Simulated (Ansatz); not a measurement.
# ZnSb2Te4: the cost of one run

Computed, not measured: Ansatz 0.2.0, DFT, PBE, no spin polarisation, plane waves, PAW.

## (1) The cell

The structure is tetragonal, space group I-4 (No. 82). The conventional cell has a = 6.252 Å, b = 6.252 Å, c = 12.501 Å, α = 90.00°, β = 90.00°, γ = 90.00°. Around Sb (site symmetry -4) lie 4 Te at 2.71 Å. Zn (site symmetry -4) has 4 Te at 2.71 Å as nearest neighbours. Te (site symmetry 1) has 2 Sb at 2.71 Å and 1 Zn at 2.71 Å as nearest neighbours.

Its coordinates follow in the input file.

It starts from an earlier solution of the starting cell (checkpoint.read).

## (2) The walk to rest

input.yaml

```yaml
crystal:
  lattice:
    - [0.0, 6.252454, 0.0]
    - [6.252454, 0.0, 0.0]
    - [3.126227, 3.126227, -6.250411]
  atoms:
    - { symbol: Sb, position: [0.5, 0.5, 0.0] }
    - { symbol: Sb, position: [0.75, 0.25, 0.5] }
    - { symbol: Zn, position: [0.0, 0.0, 0.0] }
    - { symbol: Te, position: [0.375, 0.375, 0.75] }
    - { symbol: Te, position: [0.625, 0.125, 0.25] }
    - { symbol: Te, position: [0.875, 0.875, 0.75] }
    - { symbol: Te, position: [0.125, 0.625, 0.25] }
  symmetry: { tolerance: 0.0003 }
kpoints:
  mp_grid: { grid: [5, 5, 5], shift: [0, 0, 0] }
magnetization:
  spin_polarized: false
scf:
  occupations: { method: cold, width: 0.0665 }
  lower_state_search: "off"
hamiltonian:
  pseudopotentials: { kind: paw }
  xc: pbe
basis:
  ecutwfc: 420
  fft_grid_basis: typed
relax:
  max_steps: 60
  cell: { p_target: 0.0 }
  f_tol: 0.03
output:
  forces: true
  stress: true
  eigenvalues: true
  bader: true
  populations: true
  elf: true
  write_potential: true
  volumetric_format: npy
  dos:
    e_range: [-12, 8]
    de: 0.05
    projected: { site_lists: { Sb: [Sb], Te: [Te], Zn: [Zn] } }
  write_density: true
checkpoint:
  read: saved_state
```

Started as:

```
> ansatz run input.yaml --threads 2 --pin off --max-ram 2560MiB --backend cpu --events-out ev --progress --plain --runs-dir out
```

Q: Estimate wall time and peak memory on 2 threads of an Arm CPU, shared host.

About 9.1 min, with a peak of 0.76 GiB.
